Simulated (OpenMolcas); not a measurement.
# Ti³⁺ with 6 ligands (water): CASSCF and CASPT2 levels and susceptibility

Aim: the ligand-field states of Ti³⁺ in this surrounding, its lowest levels with spin-orbit coupling and its magnetic susceptibility.

The numbers are computed with OpenMolcas 26.06 (state-averaged CASSCF and CASPT2, spin-orbit coupling by RASSI with atomic mean-field integrals), except any that are marked as measured or tabulated.

**1. The atom as given**

- Species: Ti³⁺ (titanium, Z = 22, 19 electrons)
- Basis: ANO-RCC-VTZP [6s5p3d2f1g], 203 functions with the ligands
- Scalar Hamiltonian: DKH2, point nucleus
- Inactive shells: 1s 2s 2p 3s 3p of the metal, and all ligand shells
- Active space: 1 electron in 5 orbitals (3d)
- Some configurations of this space: 3d
- Orbitals: optimised for each spin and parity, averaged over all roots

The outer shells:

3d
```
3d [↑ ][  ][  ][  ][  ]
```

Ti³⁺ is taken with 6 ligands (water) in octahedron coordination (Th) at 2.03 Å. Ligand basis ANO-RCC-VDZP. The distances are assumed, not relaxed.

```xyz
19

Ti    0.0000    0.0000    0.0000
O     2.0300    0.0000    0.0000
H     2.6070    0.7797    0.0000
H     2.6070   -0.7797    0.0000
O     0.0000    2.0300    0.0000
H     0.0000    2.6070    0.7797
H     0.0000    2.6070   -0.7797
O    -2.0300    0.0000    0.0000
H    -2.6070    0.7797    0.0000
H    -2.6070   -0.7797    0.0000
O     0.0000   -2.0300    0.0000
H     0.0000   -2.6070    0.7797
H     0.0000   -2.6070   -0.7797
O     0.0000    0.0000    2.0300
H     0.7797    0.0000    2.6070
H    -0.7797    0.0000    2.6070
O     0.0000    0.0000   -2.0300
H     0.7797    0.0000   -2.6070
H    -0.7797    0.0000   -2.6070
```

Each step is its own input file, run in one work folder so that later steps find the files of earlier ones. Labels, J, g values, rates, χT and fits are worked out afterwards by a script from the matrices that RASSI stores.

**2. GATEWAY and SEWARD: basis and integrals**

a.inp

```
&GATEWAY
Coord
19

Ti 0.0 0.0 0.0
O 2.030000 0.000000 0.000000
H 2.606978 0.779741 0.000000
H 2.606978 -0.779741 0.000000
O 0.000000 2.030000 0.000000
H 0.000000 2.606978 0.779741
H 0.000000 2.606978 -0.779741
O -2.030000 0.000000 0.000000
H -2.606978 0.779741 0.000000
H -2.606978 -0.779741 0.000000
O 0.000000 -2.030000 0.000000
H 0.000000 -2.606978 0.779741
H 0.000000 -2.606978 -0.779741
O 0.000000 0.000000 2.030000
H 0.779741 0.000000 2.606978
H -0.779741 0.000000 2.606978
O 0.000000 0.000000 -2.030000
H 0.779741 0.000000 -2.606978
H -0.779741 0.000000 -2.606978
Basis=Ti.ANO-RCC-VTZP,H.ANO-RCC-VDZP,O.ANO-RCC-VDZP
Group=XYZ
NoMove
AngMom=0.0 0.0 0.0
AMFI
RICD
&SEWARD
```

Launch:

```console
$ OMP_NUM_THREADS=1 MOLCAS_MEM=2457 MOLCAS_PROJECT=a pymolcas a.inp > a.log
```

Log:

```text
Basis set label: TI.ANO-RCC...6S5P3D2F1G.

      Electronic valence basis set:
      ------------------
      Associated Effective Charge  22.000000 au
      Associated Actual Charge     22.000000 au
      Nuclear Model: Point charge

      Shell  nPrim  nBasis  Cartesian Spherical Contaminant
         s      21       6        X
         p      15       5        X
         d      10       3                 X
         f       6       2                 X
         g       4       1                 X
                  Relativistic Douglas-Kroll-Hess integrals:
                    - DKH order of Hamiltonian: 2
                    - DKH order of Properties : 0
                  Atomic mean-field integrals
```

**3. CASSCF: doublets of even parity, 5 roots**

a.inp

```
&RASSCF
FileOrb=start.orb
Symmetry=1
Spin=2
nActEl=1 0 0
Inactive=18 21
Ras2=5 0
CIRoot=5 5 1
SDav=5
CIMx=300
Iter=150 100
PrWF=0.3
OrbListing=Nothing
MaxOrb=0
LevShft=1.0
>>> COPY $Project.JobIph JOB001
```

start.orb holds start orbitals that the driver prepared beforehand, or those of the step before.

Log, shortened:

```text
[...]
      Number of active orbitals                  5
[...]
      Spin quantum number                      0.5
[...]
      Active orbitals                            5   0
[...]
      Number of CSFs                             5
      Number of root(s) required                 5
[...]
      Convergence after 16 iterations
[...]
      Natural orbitals and occupation numbers for root  1
      sym 1:   1.000000   0.000000  -0.000000   0.000000   0.000000
      Natural orbitals and occupation numbers for root  2
      sym 1:  -0.000000   0.000000   0.000000   1.000000   0.000000
      Natural orbitals and occupation numbers for root  3
      sym 1:   0.000000   1.000000  -0.000000  -0.000000   0.000000
::    RASSCF root number  1 Total energy:  -1308.60205497
::    RASSCF root number  2 Total energy:  -1308.60205497
::    RASSCF root number  3 Total energy:  -1308.60205497
::    RASSCF root number  4 Total energy:  -1308.52409872
::    RASSCF root number  5 Total energy:  -1308.52409872
```

**4. RASSI: spin-orbit coupling between the states**

a.inp

```
&RASSI
NrOfJobIphs=1 5
1 2 3 4 5
IphNames
JOB001
EJob
SpinOrbit
DIPRint=1.0
SOCoupling=1000.0
Subsets=2
Property=9
'ANGMOM' 1 'ANGMOM' 2 'ANGMOM' 3 'MLTPL  1' 1 'MLTPL  1' 2 'MLTPL  1' 3
'AMFI' 1 'AMFI' 2 'AMFI' 3
SOProperty=3
'ANGMOM' 1 'ANGMOM' 2 'ANGMOM' 3
```

Log, shortened:

```text
SPIN-FREE ENERGIES:
  (Shifted by EMIN (a.u.) =      -1308.6020549676)
 SF State       Relative EMIN(au)   Rel lowest level(eV)    D:o, cm**(-1)
     1             0.0000000000        0.0000000000              0.0000
     2             0.0000000000        0.0000000000              0.0000
     3             0.0000000000        0.0000000000              0.0000
     4             0.0779562426        2.1212974274          17109.4176
     5             0.0779562426        2.1212974274          17109.4176
     Dipole printing threshold changed to   1.00000000E+00
Eigenvalues of complex Hamiltonian:
   -----------------------------------
  (Shifted by EMIN (a.u.) =      -1308.6020549676)
 SO State       Relative EMIN(au)   Rel lowest level(eV)    D:o, cm**(-1)
     1            -0.0003199599        0.0000000000              0.0000
     2            -0.0003199599        0.0000000000              0.0000
     3            -0.0003199599        0.0000000000              0.0000
     4            -0.0003199599        0.0000000000              0.0000
     5             0.0006242840        0.0256941845            207.2376
     6             0.0006242840        0.0256941845            207.2376
     7             0.0779640605        2.1302167165          17181.3565
     8             0.0779640605        2.1302167165          17181.3565
     9             0.0779640605        2.1302167165          17181.3565
    10             0.0779640605        2.1302167165          17181.3565
Weights of the five most important spin-orbit-free states for each spin-orbit state.
[...]
```

Time for these steps: 18 s (1 thread of Intel Xeon Platinum 8488C (Sapphire Rapids), shared host).

Spin-free states, with their symmetry labels:

```csv
state,degeneracy,E (cm-1)
2T2,3,0
2E,2,17109
```

With spin-orbit coupling:

| E (cm-1) | Degeneracy | Label | 2S+1 | g |
| --- | --- | --- | --- | --- |
| 0.0 | 4 | Γ8 | 2 |  |
| 207.2 | 2 | Γ7 | 2 | 1.96 1.96 1.96 |
| 17181 | 4 | Γ8 | 2 |  |

Principal g values are given for doublets only; a zero marks a field direction without first-order Zeeman splitting.

Powder χT (cm³ K/mol): 0.01 at 2 K, 0.01 at 5 K, 0.02 at 10 K, 0.05 at 20 K, 0.12 at 50 K, 0.24 at 100 K, 0.32 at 150 K, 0.38 at 200 K, 0.42 at 250 K, 0.45 at 300 K.

A ligand-field fit to the states below 45000 cm-1 gives 10Dq = 17109 cm-1, the gap between the two states.

The orbitals of the open shell are 88 to 95 % metal; the Mulliken charge of the metal is +2.78 e.

**5. CASPT2: IPEA 0.25, imaginary shift 0.1 (closed shells correlated: 3s 3p of the metal, with ligand shells; the Frozen line counts the rest)**

a.inp

```
>>> COPY JOB001 $Project.JobIph
&CASPT2
Multistate=5 1 2 3 4 5
NoMult
Frozen=5 6
IPEA=0.25
Imaginary=0.1
MaxIter=60
WThr=0.0 0.3 0.05
PrWF=0.5
NoMix
```

Log:

```text
Orbital specifications:
      -----------------------

      Symmetry species                           1   2
                                                ag  au
      Frozen orbitals                            5   6
      Inactive orbitals                         13  15
      Active orbitals                            5   0
      Secondary orbitals                        79  80
      Deleted orbitals                           0   0
      Number of basis functions                102 101
Type of calculation                        SS-CASPT2
      Fock operator                              state-specific
      IPEA shift                                 0.25
      Real shift                                 0.00
      Imaginary shift                            0.10
      The input orbitals will be transformed to quasi-canonical
Reference energy:       -1308.6020549676
      E2 (Non-variational):      -1.6266211627
      Shift correction:          -0.0011919678
      E2 (Variational):          -1.6278131305
      Total energy:           -1310.2298680981
      Residual norm:              0.0000001663
      Reference weight:           0.71191
      Contributions to the CASPT2 correlation energy
      Active & Virtual Only:         -0.0000000010
      One Inactive Excited:          -0.0687885622
      Two Inactive Excited:          -1.5578325995
Reference energy:       -1308.6020549675
      E2 (Non-variational):      -1.6265996289
      Shift correction:          -0.0011919117
      E2 (Variational):          -1.6277915407
      Total energy:           -1310.2298465082
      Residual norm:              0.0000001651
      Reference weight:           0.71192
      Contributions to the CASPT2 correlation energy
      Active & Virtual Only:         -0.0000000010
      One Inactive Excited:          -0.0687670145
      Two Inactive Excited:          -1.5578326134
::    CASPT2 Root  1     Total energy:  -1310.22986810
::    CASPT2 Root  2     Total energy:  -1310.22984651
::    CASPT2 Root  3     Total energy:  -1310.22984642
::    CASPT2 Root  4     Total energy:  -1310.14767443
::    CASPT2 Root  5     Total energy:  -1310.14773751
```

This run: 46 s of run time, 1 thread of Intel Xeon Platinum 8488C (Sapphire Rapids), shared host.

SS-CASPT2: lowest energy less the reference's lowest, -1.6278 hartree; reference weights 0.712 to 0.713.

States without spin-orbit coupling:

```csv
state,degeneracy,E (cm-1)
2T2,3,0
2E,2,18029
```

With spin-orbit coupling:

| E (cm-1) | Degeneracy | Label | 2S+1 | g |
| --- | --- | --- | --- | --- |
| 0 | 4 | Γ8 | 2 |  |
| 210 | 2 | Γ7 | 2 | 1.96 1.96 1.96 |
| 18100 | 4 | Γ8 | 2 |  |

Powder χT (cm³ K/mol): 0.01 at 2 K, 0.01 at 5 K, 0.02 at 10 K, 0.05 at 20 K, 0.12 at 50 K, 0.24 at 100 K, 0.32 at 150 K, 0.38 at 200 K, 0.42 at 250 K, 0.45 at 300 K.

A ligand-field fit to the states below 45000 cm-1 gives 10Dq = 18029 cm-1, the gap between the two states.

**6. The methods side by side**

A. CASSCF
B. SS-CASPT2, IPEA 0.25, imaginary shift 0.1 (closed shells correlated: 3s 3p of the metal, with ligand shells; the Frozen line counts the rest)

```csv
method,ground state,first state of that spin (cm-1),first gap with spin-orbit (cm-1),χT at 300 K
A,2T2,2E 17110,207.2,0.45
B,2T2,2E 18030,207.2,0.45
```

**7. Summary of results**

| quantity | value |
| --- | --- |
| method | SS-CASPT2, IPEA 0.25, imaginary shift 0.1 (closed shells correlated: 3s 3p of the metal, with ligand shells; the Frozen line counts the rest) |
| spin-free ground state | 2T2, 3-fold in its orbital part |
| first state of the same spin within the active space | 2E at 18000 cm⁻¹ |
| lowest level | 4-fold Γ8 |
| next level | 207.2 cm⁻¹ |
| χT at 300 K | 0.45 cm³ K/mol |
| effective moment at 300 K | 1.90 μB |

Cost by method:

```csv
method,time of its own steps,time with the reference
A. CASSCF,18 s,18 s
"B. SS-CASPT2, IPEA 0.25, imaginary shift 0.1, +3s 3p",46 s,64 s
```

Times are of one thread on a shared host.

The spin-free ground state (2T2) is 3-fold and keeps the highest spin of the shell. χT at 300 K is 0.45, against 0.38 cm³ K/mol for the spin alone, so orbital moment adds to it. A ligand-field fit to the states below 45000 cm-1 gives 10Dq = 18029 cm-1, the gap between the two states. CASPT2 does not keep the components of a term degenerate, and the means are used.
